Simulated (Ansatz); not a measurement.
Ti3C2:

```
Ti C
1.0
     3.06660    0.00000    0.00000
    -1.53330    2.65576    0.00000
     0.00000    0.00000   15.11715
Ti C
6 4
Direct
  0.00000 0.00000 0.50000
  0.00000 0.00000 0.00000
  0.33333 0.66667 0.65612
  0.66667 0.33333 0.15612
  0.66667 0.33333 0.34388
  0.33333 0.66667 0.84388
  0.33333 0.66667 0.08590
  0.66667 0.33333 0.58590
  0.33333 0.66667 0.41410
  0.66667 0.33333 0.91410
```

The cell comes from a database or a generator and needn't be the stable form of this composition.

Base run:

```yaml
Program: Ansatz 0.2.0
Functional: PBEsol
Potentials_or_basis: Ansatz PAW
Cutoff: "420 eV (not typed: the program's choice for these potentials)"
k_mesh: 10 × 10 × 2
Occupations: fermi-dirac, width 0.05 eV
Spin: no spin polarisation
```

Its results: band gap on the k mesh none (metal or under the smearing width); pressure -4.8 GPa; largest force 0.326 eV/Å.

**Question.** The run is repeated on the same cell with these changes: hubbard terms from none to Ti d U = 5 eV; hubbard projectors from none to ortho-atomic (the default). What comes out?

**Answer.** Band gap on the k mesh none (metal or under the smearing width); pressure 1.6 GPa; largest force 0.098 eV/Å.

Caveats: the PAW data sets come from PBE, with cores solved anew for the run's functional, which leaves a small shift of forces and pressure; the density of states is complete only up to the lowest level of the last band computed; U without spin polarisation on a metal has little footing (some runs); the U is typed as a test and isn't derived for this compound (some runs).
